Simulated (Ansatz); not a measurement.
# Rb2Al: the cost of one run

All numbers below are computed with Ansatz 0.2.0 (DFT, r2SCAN, no spin polarisation, plane waves, PAW).

## (1) The cell

It takes space group C2/m (No. 12, monoclinic). The conventional cell has a = 15.602 Å, b = 6.326 Å, c = 7.963 Å, α = 90.00°, β = 115.10°, γ = 90.00°. Al (site symmetry m) has 7 Rb at 3.98 to 4.33 Å as nearest neighbours. Around Rb (site symmetry m) lie 4 Al at 3.98 to 4.11 Å and 5 Rb at 4.10 to 4.34 Å. Rb (site symmetry m) has 6 Rb at 3.84 to 4.34 Å and 3 Al at 4.29 to 4.33 Å as nearest neighbours.

Structure file:

```cif
data_structure
_symmetry_space_group_name_H-M 'P 1'
_symmetry_Int_Tables_number 1
_cell_length_a 6.3256
_cell_length_b 8.4180
_cell_length_c 7.9627
_cell_angle_alpha 66.851
_cell_angle_beta 90.000
_cell_angle_gamma 112.069
_cell_volume 355.84
loop_
_atom_site_label
_atom_site_type_symbol
_atom_site_fract_x
_atom_site_fract_y
_atom_site_fract_z
_atom_site_occupancy
Al1 Al 0.81800 0.63600 0.63100 1
Al2 Al 0.18200 0.36400 0.36900 1
Rb1 Rb 0.14500 0.29000 0.89500 1
Rb2 Rb 0.85500 0.71000 0.10500 1
Rb3 Rb 0.52400 0.04800 0.74300 1
Rb4 Rb 0.47600 0.95200 0.25700 1
```

It starts from an earlier solution of the starting cell (checkpoint.read).

## (2) Relaxing

The input, input.yaml:

```yaml
crystal:
  lattice:
    - [0.0, 6.325626, 0.0]
    - [7.801234, -3.162813, 0.0]
    - [3.377784, 0.0, -7.21079]
  atoms:
    - { symbol: Al, position: [0.818, 0.636, 0.631] }
    - { symbol: Al, position: [0.182, 0.364, 0.369] }
    - { symbol: Rb, position: [0.145, 0.29, 0.895] }
    - { symbol: Rb, position: [0.855, 0.71, 0.105] }
    - { symbol: Rb, position: [0.524, 0.048, 0.743] }
    - { symbol: Rb, position: [0.476, 0.952, 0.257] }
  symmetry: { tolerance: 0.0003 }
kpoints:
  mp_grid: { grid: [4, 4, 4], shift: [0, 0, 0] }
magnetization:
  spin_polarized: false
scf:
  occupations: { method: fermi_dirac, width: 0.0175 }
  lower_state_search: "off"
hamiltonian:
  pseudopotentials: { kind: paw }
  xc: r2scan
basis:
  ecutwfc: 500
  fft_grid_basis: typed
relax:
  max_steps: 60
  cell: { p_target: 5.0 }
  f_tol: 0.03
output:
  forces: true
  stress: true
  eigenvalues: true
  bader: true
  populations: true
  elf: true
  write_potential: true
  volumetric_format: npy
  dos:
    e_range: [-12, 8]
    de: 0.05
    projected: { site_lists: { Al: [Al], Rb: [Rb] } }
checkpoint:
  read: saved_state
```

Run with:

```sh
ansatz run input.yaml --threads 2 --pin off --max-ram 3584MiB --backend cpu --events-out ev --progress --plain --runs-dir out
```

Q: Estimate wall time and peak memory on 2 threads of Arm Neoverse N1, shared host.

About 14 min, with a peak of 1.6 GiB.
